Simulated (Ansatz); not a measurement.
# GeH4S2: basis-set convergence

The task here is to estimate one member of a computed series from the others.

Computed with Ansatz 0.2.0, Gaussian basis. Level: one geometry, several basis sets.

Levels to be run: PBE0-D4/def2-SVP; ωB97M-V/def2-SVP; PBE0-D4/def2-QZVPP; ωB97M-V/def2-QZVPP; the functionals' def2-TZVPP values are taken from earlier runs.

**Structure used throughout**

All runs share one geometry, relaxed beforehand with PBE0-D4 in a triple-zeta def2 set.

SMILES `[SH][GeH2][SH]`, 7 atoms, charge 0, spin multiplicity 1.

Atoms are counted from 1 here; the program's logs count them from 0.

Bond lengths: S1–Ge2 2.222 Å, S1–H4 1.343 Å, Ge2–S3 2.222 Å, Ge2–H5 1.535 Å, Ge2–H6 1.531 Å, S3–H7 1.343 Å. Angles: Ge2–S1–H4 94.2°, S1–Ge2–S3 114.1°, S1–Ge2–H5 109.2°, S1–Ge2–H6 105.6°, S3–Ge2–H5 109.1°, S3–Ge2–H6 105.7°, H5–Ge2–H6 113.2°, Ge2–S3–H7 94.2°.

Set-up of the first run:

Contents of in.yaml:

```yaml
crystal:
  periodic: [false, false, false]
  atoms:
    - {symbol: S, position_ang: [-1.995182, -0.110722, -0.168250]}
    - {symbol: Ge, position_ang: [0.072858, 0.572529, 0.270589]}
    - {symbol: S, position_ang: [1.429754, -1.038592, 0.977307]}
    - {symbol: H, position_ang: [-1.662285, -0.690901, -1.332645]}
    - {symbol: H, position_ang: [0.669243, 1.215685, -0.989241]}
    - {symbol: H, position_ang: [-0.055231, 1.549458, 1.442323]}
    - {symbol: H, position_ang: [1.602042, -1.565459, -0.245785]}
basis:
  gaussian: {orbitals: def2-SVP}
hamiltonian: {xc: pbe0, dispersion: d4}
output: {orbitals: {seedname: orbitals}}
```

Launch:

```bash
$ ansatz run in.yaml --threads 4 --pin off --events-out ev --progress --plain --max-ram 10444MiB
```

Steps of the session up to this table: PBE0-D4 in def2-SVP; ωB97M-V in def2-SVP; PBE0-D4 in def2-QZVPP; ωB97M-V in def2-QZVPP.

One of the session's tables, all rows but one given; the rest of the session is left out.

| functional | basis | HOMO (eV) | LUMO (eV) |
| --- | --- | --- | --- |
| PBE0-D4 | def2-SVP | -7.21 | -0.08 |
| PBE0-D4 | def2-TZVPP | -7.35 | -0.50 |
| PBE0-D4 | def2-QZVPP | -7.38 | -0.62 |
| ωB97M-V | def2-SVP | ? | ? |
| ωB97M-V | def2-TZVPP | -9.50 | 1.42 |
| ωB97M-V | def2-QZVPP | -9.53 | 1.14 |

Q: Estimate the row for ωB97M-V, def2-SVP from the others.

As computed: HOMO (eV): -9.32; LUMO (eV): 1.99. In the column «HOMO (eV)» it lies between ωB97M-V, def2-TZVPP (-9.50) and PBE0-D4, def2-QZVPP (-7.38).
